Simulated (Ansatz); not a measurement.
**WCH3+ (triplet): the correlation ladder, def2-TZVPP**

How much of the correlation energy of WCH3+ (triplet) does each wave-function method recover here?

The runs use Ansatz 0.2.0, Gaussian basis; def2-TZVPP, core rule «outside noble gas», up to 5 orbitals frozen.

The runs, in order: UHF; CCSD(T) on ROHF; CCSD(T) on UHF; CCSDT(Q) on UHF.

5 further runs of the same task are left out: 1 that didn't finish, 4 set aside as unsound or not needed.

**1. What is computed**

The geometry is a PBE0/def2-TZVP stationary point (not a proven minimum). No spin-orbit coupling is included. Elements past krypton take def2 core potentials.

5 atoms, charge 1, spin multiplicity 3.

Atoms are counted from 1 here; the program's logs count them from 0.

Bond lengths: W1–C2 2.007 Å, C2–H3 1.093 Å, C2–H4 1.106 Å, C2–H5 1.106 Å. Angles: W1–C2–H3 116.2°, W1–C2–H4 104.9°, W1–C2–H5 104.9°, H3–C2–H4 111.7°, H3–C2–H5 111.7°, H4–C2–H5 106.6°.

In the tables R marks a restricted open-shell determinant and U an unrestricted one; energies count from the table's Hartree-Fock row.

**2. UHF**

The input, in.yaml:

```yaml
crystal:
  periodic: [false, false, false]
  atoms:
    - {symbol: W, position_ang: [0.000000, 0.000027, 0.157097]}
    - {symbol: C, position_ang: [0.000000, -0.014098, -1.850243]}
    - {symbol: H, position_ang: [0.000009, -0.997640, -2.326283]}
    - {symbol: H, position_ang: [0.886471, 0.580366, -2.139638]}
    - {symbol: H, position_ang: [-0.886481, 0.580351, -2.139638]}
basis:
  gaussian: {orbitals: def2-TZVPP}
total_charge: 1
magnetization: {spin_polarized: true, initial_magnetization: 2}
hamiltonian: {xc: hf}
output: {orbitals: {seedname: orbitals}}
```

Launch:

```bash
$ ansatz run in.yaml --threads 1 --pin off --events-out ev --progress --plain --max-ram 4096MiB --backend cpu
```

Standard output:

```text
Functional definition: HF
  name "HF"
  cite "Fock, Z. Phys. 61, 126 (1930) doi:10.1007/BF01340294"
  parent pbe
  exchange = exact_x
  correlation = 0
932 factors; their error is unknown
mean field evaluation 1: about -2865.1415 eV, gradient 4.2e1 eV
mean field evaluation 2: about -2868.1839 eV, gradient 3.4e1 eV
mean field evaluation 4: about -2873.9927 eV, gradient 1.9e0 eV
mean field evaluation 8: about -2874.6565 eV, gradient 9.7e-1 eV
mean field evaluation 16: about -2875.2581 eV, gradient 1.9e0 eV
mean field evaluation 32: about -2875.6221 eV, gradient 9.5e-1 eV
mean field evaluation 64: about -2875.6265 eV, gradient 5.8e-2 eV
mean field evaluation 96: about -2873.7545 eV, gradient 1.1e1 eV
mean field evaluation 128: about -2875.4868 eV, gradient 7.2e-1 eV
mean field evaluation 160: about -2875.2740 eV, gradient 6.7e-1 eV
mean field evaluation 192: about -2875.5292 eV, gradient 8.4e-2 eV
mean field evaluation 224: about -2872.8347 eV, gradient 3.0e0 eV
mean field evaluation 256: about -2872.3486 eV, gradient 2.1e0 eV
mean field evaluation 288: about -2870.9943 eV, gradient 1.0e1 eV
mean field evaluation 320: about -2875.2701 eV, gradient 2.4e-1 eV
mean field evaluation 352: about -2875.5444 eV, gradient 1.2e-2 eV
mean field evaluation 384: about -2875.3997 eV, gradient 1.7e0 eV
mean field evaluation 416: about -2874.7076 eV, gradient 4.3e0 eV
mean field evaluation 448: about -2875.5702 eV, gradient 6.9e-1 eV
mean field evaluation 480: about -2874.1929 eV, gradient 4.7e0 eV
mean field -2875.66280488 eV, -105.6786588850 hartree, gradient 3.4e-6 eV, S^2 2.968235; 11 other end points of the search recorded, 0 dependent functions left out
reference -2875.66280488 eV, -105.6786588850 hartree; 12, 10 occupied and 117, 119 virtual orbitals, 932 factors
Total energy: -2875.66280488 eV, -105.6786588850 hartree
```

It took 32 s on 1 thread of AMD EPYC 7R13, shared host; peak memory 0.27 GiB.

From the report: ⟨S²⟩ of the determinant 2.968 (pure triplet: 2.00). The determinant is far from a pure spin state, so its energy mixes those of several spin states (harmless only where they are near-degenerate, as at dissociation).

**3. CCSD(T) on ROHF**

in.yaml, as its differences from that of step 2:

```diff
@@ -11,4 +11,3 @@
 total_charge: 1
-magnetization: {spin_polarized: true, initial_magnetization: 2}
-hamiltonian: {xc: hf}
-output: {orbitals: {seedname: orbitals}}
+magnetization: {spin_polarized: false, initial_magnetization: 2}
+correlation: {method: ccsd_t, electrons: outside_noble_gas}
```

Launch:

```bash
$ ansatz run in.yaml --threads 2 --pin off --events-out ev --progress --plain --max-ram 24576MiB --backend cuda --devices 0, --max-vram 18GiB
```

Standard output, shortened:

```text
Functional definition: HF
  name "HF"
  cite "Fock, Z. Phys. 61, 126 (1930) doi:10.1007/BF01340294"
  parent pbe
[...]
785 factors; integrals over basis functions are off by at most 9.9e-4 eV
[...]
mean field -2874.71743465 eV, -105.6439171701 hartree, gradient 4.4e-6 eV, S^2 2.000000; 27 other end points of the search recorded, 0 dependent functions left out
[...]
determinant -2874.71743465 eV, -105.6439171701 hartree, with singles and doubles -2883.49899473 eV, -105.9666335504 hartree
determinant -2874.67700099 eV, -105.6424312602 hartree, with singles and doubles -2883.52138020 eV, -105.9674562013 hartree
determinant -2874.67468286 eV, -105.6423460705 hartree, with singles and doubles -2883.45565634 eV, -105.9650408942 hartree
determinant -2874.65483137 eV, -105.6416165417 hartree, with singles and doubles -2883.49529014 eV, -105.9664974093 hartree
[...]
determinant -2874.42643293 eV, -105.6332230540 hartree, with singles and doubles -2883.18778209 eV, -105.9551966968 hartree
determinant -2874.25956762 eV, -105.6270908668 hartree, with singles and doubles -2882.83803382 eV, -105.9423436852 hartree
determinant -2874.20401798 eV, -105.6250494554 hartree, with singles and doubles -2882.74458803 eV, -105.9389096156 hartree
determinant -2874.42643293 eV, -105.6332230540 hartree, with no singles and doubles
unrestricted determinant -2875.66284951 eV, -105.6786605254 hartree, S^2 2.9682
5 core orbitals not correlated: weight in the atoms' cores, before any rotation towards them, 0.998 or more for the frozen orbitals, at most 0.001 for the correlated occupied ones
reference -2874.67700099 eV, -105.6424312602 hartree; 7, 5 occupied and 117, 119 virtual orbitals, 785 factors
second order -8.02570568 eV of doubles, -0.02782524 eV of singles
cycle   1  -8.70074611 eV  change    1.9e-6 eV  update   8.8e-6
perturbative correction -0.46597999 eV, -0.0171244488 hartree
Total energy: -2883.84372708 eV, -105.9793022308 hartree
```

It took 59 s on 1 × H100 (card shared with other runs) with 2 threads of AMD EPYC 7R13, shared host; peak host memory 0.9 GiB.

From the report: correlation -9.1667 eV; T1 0.031; largest double amplitude 0.13.

**4. CCSD(T) on UHF**

in.yaml, as its differences from that of step 3:

```diff
@@ -11,3 +11,3 @@
 total_charge: 1
-magnetization: {spin_polarized: false, initial_magnetization: 2}
+magnetization: {spin_polarized: true, initial_magnetization: 2}
 correlation: {method: ccsd_t, electrons: outside_noble_gas}
```

Launched as before.

Standard output, shortened:

```text
Functional definition: HF
  name "HF"
  cite "Fock, Z. Phys. 61, 126 (1930) doi:10.1007/BF01340294"
  parent pbe
[...]
785 factors; integrals over basis functions are off by at most 9.9e-4 eV
[...]
mean field -2875.66284951 eV, -105.6786605254 hartree, gradient 6.5e-6 eV, S^2 2.968235; 34 other end points of the search recorded, 0 dependent functions left out
determinant -2875.66284951 eV, -105.6786605254 hartree, with singles and doubles -2884.09292916 eV, -105.9884602381 hartree
determinant -2875.57844903 eV, -105.6755588646 hartree, with singles and doubles -2884.01054376 eV, -105.9854326308 hartree
determinant -2875.54454666 eV, -105.6743129757 hartree, with singles and doubles -2883.97987739 eV, -105.9843056623 hartree
determinant -2875.53642780 eV, -105.6740146131 hartree, with singles and doubles -2883.98274182 eV, -105.9844109282 hartree
[...]
determinant -2874.87257168 eV, -105.6496183506 hartree, with singles and doubles -2883.43960993 eV, -105.9644511993 hartree
determinant -2874.83530804 eV, -105.6482489371 hartree, with singles and doubles -2883.44937935 eV, -105.9648102191 hartree
5 core orbitals not correlated: weight in the atoms' cores, before any rotation towards them, 0.998 or more for the frozen orbitals, at most 0.001 for the correlated occupied ones
reference -2875.66284951 eV, -105.6786605254 hartree; 7, 5 occupied and 117, 119 virtual orbitals, 785 factors
second order -7.60045434 eV of doubles, -0.00000000 eV of singles
cycle   1  -8.42555202 eV  change    5.9e-7 eV  update   5.7e-6
[...]
cycle   6  -8.42553661 eV  change    4.5e-6 eV  update   1.6e-6
perturbative correction -0.53491678 eV, -0.0196578290 hartree
WARN: the results are in doubt because among natural orbitals the method converges to other amplitudes
Total energy: -2884.62330290 eV, -106.0079511138 hartree
In doubt: among natural orbitals the method converges to other amplitudes
```

Wall time 35 s (1 × H100 (card shared with other runs) with 2 threads of AMD EPYC 7R13, shared host); peak host memory 0.93 GiB.

From the report: ⟨S²⟩ of the determinant 2.968 (pure triplet: 2.00); correlation -8.9605 eV; T1 0.030; largest double amplitude 0.18. The determinant is far from a pure spin state, so its energy mixes those of several spin states (harmless only where they are near-degenerate, as at dissociation). Mind the lines of doubt at the end of the log.

**5. CCSDT(Q) on UHF**

in.yaml, as its differences from that of step 4:

```diff
@@ -12,2 +12,2 @@
 magnetization: {spin_polarized: true, initial_magnetization: 2}
-correlation: {method: ccsd_t, electrons: outside_noble_gas}
+correlation: {method: ccsdt_q, electrons: outside_noble_gas}
```

The command is unchanged.

Standard output, shortened:

```text
Functional definition: HF
  name "HF"
  cite "Fock, Z. Phys. 61, 126 (1930) doi:10.1007/BF01340294"
  parent pbe
[...]
1652 factors; integrals over basis functions are off by at most 1.6e-7 eV
[...]
mean field -2875.66285618 eV, -105.6786607702 hartree, gradient 6.5e-6 eV, S^2 2.968235; 35 other end points of the search recorded, 0 dependent functions left out
determinant -2875.66285618 eV, -105.6786607702 hartree, with singles and doubles -2884.09331359 eV, -105.9884743656 hartree
determinant -2875.57845565 eV, -105.6755591080 hartree, with singles and doubles -2884.01049716 eV, -105.9854309182 hartree
determinant -2875.54455318 eV, -105.6743132153 hartree, with singles and doubles -2883.98014611 eV, -105.9843155377 hartree
determinant -2875.53643426 eV, -105.6740148506 hartree, with singles and doubles -2883.98298178 eV, -105.9844197464 hartree
[...]
determinant -2874.87257730 eV, -105.6496185571 hartree, with singles and doubles -2883.43959349 eV, -105.9644505951 hartree
determinant -2874.83531321 eV, -105.6482491271 hartree, with singles and doubles -2883.44936276 eV, -105.9648096092 hartree
5 core orbitals not correlated: weight in the atoms' cores, before any rotation towards them, 0.998 or more for the frozen orbitals, at most 0.001 for the correlated occupied ones
reference -2875.66285618 eV, -105.6786607702 hartree; 7, 5 occupied and 117, 119 virtual orbitals, 1652 factors
second order -7.60046743 eV of doubles, -0.00000000 eV of singles
cycle   1  -7.92105252 eV  change   -3.2e-1 eV  update   9.5e-2
[...]
cycle  52  -9.17495459 eV  change   -8.4e-8 eV  update   2.4e-7
perturbative correction -0.08283459 eV, -0.0030441151 hartree
WARN: the results are in doubt because among natural orbitals the method converges to other amplitudes
Total energy: -2884.92064536 eV, -106.0188782476 hartree
In doubt: among natural orbitals the method converges to other amplitudes
```

Run time: 2 min. Hardware: 1 × H100 (card shared with other runs) with 2 threads of AMD EPYC 7R13, shared host; peak host memory 1.7 GiB.

From the report: ⟨S²⟩ of the determinant 2.968 (pure triplet: 2.00); correlation -9.2578 eV; T1 0.054; largest double amplitude 0.41. The determinant is far from a pure spin state, so its energy mixes those of several spin states (harmless only where they are near-degenerate, as at dissociation). Mind the lines of doubt at the end of the log.

**6. All levels against the top one**

No level here is safe as a reference; UCCSDT(Q) serves as a yardstick only. Rows without a time come out of other runs: HF, MP2 and CCSD of CCSD(T), CCSDT of CCSDT(Q).

Differences are taken before rounding.

| method | energy from the lowest RHF (meV) | from UCCSDT(Q) (meV) | time |
| --- | --- | --- | --- |
| RHF | 0.0 | +10203.2 |  |
| UHF | -945.4 | +9257.8 |  |
| RMP2 | -8013.1 | +2190.1 |  |
| UMP2 | -8545.9 | +1657.3 |  |
| RCCSD | -8660.3 | +1542.9 |  |
| UCCSD | -9371.0 | +832.3 |  |
| RCCSD(T) | -9126.3 | +1076.9 | 59 s |
| UCCSD(T) | -9905.9 | +297.3 | 35 s |
| UCCSDT | -10120.4 | +82.8 |  |
| UCCSDT(Q) | -10203.2 | 0 | 2 min |

The program flags UCCSD(T), UCCSDT(Q) as in doubt (see the logs), so the zero of the table is itself unsure.

**7. Results**

```
                      quantity        value
UCCSDT(Q) below the RHF energy  -10.2032 eV
           RMP2 from UCCSDT(Q)  +2190.1 meV
           UMP2 from UCCSDT(Q)  +1657.3 meV
          RCCSD from UCCSDT(Q)  +1542.9 meV
       RCCSD(T) from UCCSDT(Q)  +1076.9 meV
       UCCSD(T) from UCCSDT(Q)   +297.3 meV
                 T1 diagnostic        0.031
```

RCCSD(T) lands +1076.9 meV from the yardstick (10.6 % of the correlation energy). CCSD(T) misses by +1076.9 meV on the restricted determinant and by +297.3 meV on the unrestricted one; the two need not hold the same state or core. Coupled cluster took another determinant than the lowest Hartree-Fock one. Warnings: spin contamination; coupled cluster took another determinant than the lowest.
